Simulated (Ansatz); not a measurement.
# Au2S3: the cost of one run

Program: Ansatz 0.2.0. Level of theory: DFT PBE, scalar-relativistic, plane waves, PAW. These are calculated values, not measurements.

2 further runs of the same task are left out: 1 that didn't finish, 1 set aside as unsound or not needed.

**1. The system as given**

Symmetry: P6/mmm, No. 191, hexagonal system. The conventional cell has a = 3.686 Å, b = 3.686 Å, c = 9.546 Å, α = 90.00°, β = 90.00°, γ = 120.00°. Around S (site symmetry mmm) lie 4 S at 1.84 Å and 4 Au at 2.43 Å. Au (site symmetry 6mm) has 6 S at 2.43 Å as nearest neighbours.

Structure file:

```cif
data_structure
_symmetry_space_group_name_H-M 'P6/mmm'
_symmetry_Int_Tables_number 191
_cell_length_a 3.6863
_cell_length_b 3.6863
_cell_length_c 9.5465
_cell_angle_alpha 90.000
_cell_angle_beta 90.000
_cell_angle_gamma 120.000
_cell_volume 112.35
loop_
_atom_site_label
_atom_site_type_symbol
_atom_site_symmetry_multiplicity
_atom_site_Wyckoff_symbol
_atom_site_fract_x
_atom_site_fract_y
_atom_site_fract_z
_atom_site_occupancy
S1 S 3 g 0.50000 0.00000 0.50000 1
Au1 Au 2 e 0.00000 0.00000 0.66555 1
```

A structure generator made this guess: random cell by space group and Wyckoff sites (P6/mmm, No. 191). The dimensions are guesses.

**2. A first look at the guess**

input.yaml reads:

```yaml
crystal:
  lattice:
    - [3.68633926, 0.0, 0.0]
    - [-1.84316963, 3.19246345, 0.0]
    - [0.0, 0.0, 9.54648555]
  atoms:
    - { symbol: S, position: [0.5, 0.0, 0.5] }
    - { symbol: S, position: [0.0, 0.5, 0.5] }
    - { symbol: S, position: [0.5, 0.5, 0.5] }
    - { symbol: Au, position: [0.0, 0.0, 0.6655529] }
    - { symbol: Au, position: [0.0, 0.0, 0.3344471] }
basis:
  ecutwfc: 420
kpoints:
  mp_grid: { grid: [6, 6, 2] }
hamiltonian:
  xc: pbe
scf:
  occupations: { method: gaussian, width: 0.1 }
  lower_state_search: "off"
output:
  forces: true
  stress: true
  eigenvalues: true
```

On the command line:

```bash
> ansatz run input.yaml --threads 1 --pin off --max-ram 2048MiB --backend cpu --events-out ev --progress --plain --runs-dir out
```

What time and memory should one allow on 1 thread of Arm Neoverse N1, shared host?

About 6.9 s, with a peak of 0.36 GiB.
